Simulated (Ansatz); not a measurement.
**NiMoIrPdW in Ansatz: convergence with k mesh**

The system is NiMoIrPdW.

```
Ni Mo Pd Ir W
1.0
     4.14670    0.00000    0.00000
    -2.07335    3.59115    0.00000
     0.00000    0.00000    5.41629
Ni Mo Pd Ir W
1 1 1 1 1
Direct
  0.00000 0.00000 0.02221
  0.66667 0.33333 0.45996
  0.33333 0.66667 0.74601
  0.33333 0.66667 0.25641
  0.66667 0.33333 0.99985
```

The cell was built by a generator and needn't be a form met in nature.

- Program: Ansatz 0.2.0
- Task: convergence study
- Functional: PBE
- Potentials or basis: Ansatz PAW
- Cutoff: 420 eV (not typed: the program's choice for these potentials)
- k mesh: 2 × 2 × 2
- Occupations: fermi-dirac, width 0.05 eV
- Spin: collinear spin, ferromagnetic start
- Starting moments: [1.0, 1.0, 0.0, 0.6, 0.0] μB

These are the settings of the first run; the series varies k mesh, with any setting tied to it.

Hardware: 8 threads of Intel(R) Xeon(R) 6975P-C (Granite Rapids), with other jobs on the host.

The values tried are 2 × 2 × 2, 3 × 3 × 2, 4 × 4 × 3, 5 × 5 × 4, 7 × 7 × 5, 8 × 8 × 6, 10 × 10 × 7, 12 × 12 × 8, loosest first. From which on does the pressure stay within 0.1 GPa of the tightest run that finished?

From 5 × 5 × 4 on.

```csv
k mesh,"energy less the tightest run, at zero smearing (meV/atom)",pressure (GPa),largest force (eV/Å),SCF cycles,CPU time (s),peak memory (GiB)
2 × 2 × 2,91.20,1.91,1.727,18,6.3,0.54
3 × 3 × 2,44.69,0.98,0.715,15,8.1,0.57
4 × 4 × 3,-18.19,-0.30,0.264,15,12,0.57
5 × 5 × 4,0.15,0.05,0.121,15,20,0.63
7 × 7 × 5,-1.97,-0.03,0.158,15,32,0.69
8 × 8 × 6,-1.25,0.03,0.011,15,49,0.76
10 × 10 × 7,0.11,0.00,0.116,15,75,0.89
12 × 12 × 8,0.00,0.02,0.054,15,110,1.1
```

Against the tightest run, the energy stays within 1 meV/atom from 10 × 10 × 7 on. Not settled before the last step: the largest force (to 0.005 eV/Å). Meshes of other sizes hit other points, so gaps and Fermi surfaces needn't settle smoothly. The tightest run that finished is the yardstick and may itself not be fully converged.

Caveat, for the tightest run too: the starting moments weren't kept. Spin-orbit coupling is left out, which matters for the levels of Ir, W.
